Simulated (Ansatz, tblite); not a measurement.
**Tetramethylammonium tetracyanoborate (C₈H₁₂BN₅): one state, many levels**

One table from this session's results is given with a row withheld; the runs are named, their logs left out.

Method: as each input shows; program: Ansatz 0.2.0, Gaussian basis.

The runs, in order: GFN1-xTB, GFN2-xTB, PBE-D4/def2-TZVP, r2SCAN-D4/def2-TZVP, BLYP-D4/def2-TZVP, HF/def2-TZVP, PBE-D4/def2-SVP, PBE0-D4/def2-SVP, HF/6-31G, B3LYP-D4/6-31G, MP2/def2-SVP, RPA/def2-SVP.

4 further runs of the same task are left out: 4 that didn't finish. Runs told in other sessions of the task aren't counted.

## The structure

The singlet was relaxed beforehand with PBE-D4/def2-SVP.

SMILES `C[N+](C)(C)C.N#C[B-](C#N)(C#N)C#N`, 26 atoms, charge 0, spin multiplicity 1.

Bond lengths: C1–N2 1.498 Å, C1–H6 1.105 Å, C1–H7 1.105 Å, C1–H8 1.105 Å, N2–C3 1.505 Å, N2–C4 1.509 Å, N2–C5 1.509 Å, C3–H9 1.105 Å, C3–H10 1.109 Å, C3–H11 1.105 Å, C4–H12 1.104 Å, C4–H13 1.105 Å, C4–H14 1.101 Å, C5–H15 1.105 Å, C5–H16 1.105 Å, C5–H17 1.104 Å, N18–C19 1.172 Å, C19–B20 1.583 Å and more. Angles: N2–C1–H6 109.2°, N2–C1–H7 108.7°, N2–C1–H8 109.2°, H6–C1–H7 109.9°, H6–C1–H8 110.0°, H7–C1–H8 109.9°, C1–N2–C3 110.4°, C1–N2–C4 109.1°, C1–N2–C5 109.3°, C3–N2–C4 108.9°, C3–N2–C5 108.8°, C4–N2–C5 110.3°, N2–C3–H9 108.8°, N2–C3–H10 107.9°, N2–C3–H11 108.9°, H9–C3–H10 110.3°, H9–C3–H11 110.1°, H10–C3–H11 110.8° and more.

Coordinates:

```mol
C8H12BN5
  3D, bonds by distance, orders not assigned

 26 24  0  0  0  0  0  0  0  0999 V2000
   -0.9193   -0.1665   -2.7581 C   0  0
   -0.0594    0.0120   -1.5440 N   0  0
    1.3953   -0.1277   -1.9053 C   0  0
   -0.4139   -1.0457   -0.5276 C   0  0
   -0.2873    1.3887   -0.9692 C   0  0
   -0.7459   -1.1728   -3.1806 H   0  0
   -1.9783   -0.0608   -2.4612 H   0  0
   -0.6594    0.6063   -3.5039 H   0  0
    1.6436    0.6240   -2.6766 H   0  0
    1.9931    0.0497   -0.9886 H   0  0
    1.5701   -1.1463   -2.2968 H   0  0
   -1.4394   -0.8670   -0.1608 H   0  0
   -0.3301   -2.0376   -1.0063 H   0  0
    0.2936   -0.9794    0.3136 H   0  0
   -1.3155    1.4550   -0.5702 H   0  0
   -0.1124    2.1296   -1.7703 H   0  0
    0.4305    1.5390   -0.1435 H   0  0
    0.4697    0.8028    5.6553 N   0  0
    0.3175    0.4568    4.5461 C   0  0
    0.1136   -0.0014    3.0441 B   0  0
   -0.0536   -1.5825    2.8721 C   0  0
   -0.1801   -2.7196    2.6115 N   0  0
    1.3477    0.4118    2.0984 C   0  0
    2.1370    0.6562    1.2634 N   0  0
   -1.1680    0.6723    2.3517 C   0  0
   -2.0490    1.1029    1.7065 N   0  0
  1  2  8  0
  1  6  8  0
  1  7  8  0
  1  8  8  0
  2  3  8  0
  2  4  8  0
  2  5  8  0
  3  9  8  0
  3 10  8  0
  3 11  8  0
  4 12  8  0
  4 13  8  0
  4 14  8  0
  5 15  8  0
  5 16  8  0
  5 17  8  0
 18 19  8  0
 19 20  8  0
 20 21  8  0
 20 23  8  0
 20 25  8  0
 21 22  8  0
 23 24  8  0
 25 26  8  0
M  END
```

PBE0-D4/def2-TZVP was run before; its log isn't repeated, and its numbers join the tables.

The first run:

Tight binding, by tblite at 300 K electronic temperature and without a spin-polarisation term:

```python
tblite.interface.Calculator('GFN1-xTB', numbers, positions, charge=0, uhf=0).singlepoint()
```

Tight binding, by tblite at 300 K electronic temperature and without a spin-polarisation term:

```python
tblite.interface.Calculator('GFN2-xTB', numbers, positions, charge=0, uhf=0).singlepoint()
```

start.molden holds the orbitals of an earlier run on this state, given as this run's starting guess.

The input, in.yaml:

```yaml
crystal:
  periodic: [false, false, false]
  atoms:
    - {symbol: C, position_ang: [-0.919296, -0.166520, -2.758079]}
    - {symbol: N, position_ang: [-0.059400, 0.012012, -1.543964]}
    - {symbol: C, position_ang: [1.395289, -0.127693, -1.905312]}
    - {symbol: C, position_ang: [-0.413879, -1.045669, -0.527583]}
    - {symbol: C, position_ang: [-0.287286, 1.388749, -0.969230]}
    - {symbol: H, position_ang: [-0.745902, -1.172794, -3.180553]}
    - {symbol: H, position_ang: [-1.978341, -0.060812, -2.461237]}
    - {symbol: H, position_ang: [-0.659377, 0.606340, -3.503919]}
    - {symbol: H, position_ang: [1.643561, 0.624035, -2.676564]}
    - {symbol: H, position_ang: [1.993053, 0.049689, -0.988600]}
    - {symbol: H, position_ang: [1.570051, -1.146251, -2.296836]}
    - {symbol: H, position_ang: [-1.439412, -0.866976, -0.160782]}
    - {symbol: H, position_ang: [-0.330063, -2.037588, -1.006250]}
    - {symbol: H, position_ang: [0.293614, -0.979390, 0.313608]}
    - {symbol: H, position_ang: [-1.315477, 1.455045, -0.570170]}
    - {symbol: H, position_ang: [-0.112442, 2.129587, -1.770288]}
    - {symbol: H, position_ang: [0.430512, 1.538977, -0.143466]}
    - {symbol: N, position_ang: [0.469660, 0.802830, 5.655332]}
    - {symbol: C, position_ang: [0.317504, 0.456773, 4.546078]}
    - {symbol: B, position_ang: [0.113618, -0.001398, 3.044088]}
    - {symbol: C, position_ang: [-0.053595, -1.582506, 2.872130]}
    - {symbol: N, position_ang: [-0.180147, -2.719638, 2.611460]}
    - {symbol: C, position_ang: [1.347725, 0.411811, 2.098438]}
    - {symbol: N, position_ang: [2.137050, 0.656219, 1.263435]}
    - {symbol: C, position_ang: [-1.168007, 0.672330, 2.351732]}
    - {symbol: N, position_ang: [-2.049044, 1.102870, 1.706509]}
basis:
  gaussian: {orbitals: def2-TZVP, initial_orbitals: start.molden}
hamiltonian: {xc: pbe, dispersion: d4}
scf: {omitted_lower_state_checks: [starts]}
output: {orbitals: {seedname: orbitals}}
```

Launch:

```console
> ansatz run in.yaml --threads 4 --pin off --events-out ev --progress --plain --max-ram 6963MiB
```

Steps of the session up to this table: PBE-D4/def2-TZVP; r2SCAN-D4/def2-TZVP; BLYP-D4/def2-TZVP; HF/def2-TZVP; PBE-D4/def2-SVP; PBE0-D4/def2-SVP; HF/6-31G; B3LYP-D4/6-31G; MP2/def2-SVP; RPA/def2-SVP.

One of the session's tables, all rows but one given; the rest of the session is left out.

It belongs to the step «Binding energy». 

```
              level  binding an atom (eV)
           HF/6-31G                 2.862
        HF/def2-SVP                 3.198
       HF/def2-TZVP                 3.133
    PBE-D4/def2-SVP                     ?
   PBE-D4/def2-TZVP                 4.710
  BLYP-D4/def2-TZVP                 4.595
r2SCAN-D4/def2-TZVP                 4.527
     B3LYP-D4/6-31G                 4.394
   PBE0-D4/def2-SVP                 4.619
  PBE0-D4/def2-TZVP                 4.571
       MP2/def2-SVP                 4.444
```

Estimate the missing values for PBE-D4/def2-SVP.

As computed: binding an atom (eV): 4.755. In the column «binding an atom (eV)» it is the highest.

To keep in mind: Free atoms were run apart at each level; binding is atoms less cluster, divided by the number of atoms, without zero-point or spin-orbit terms.
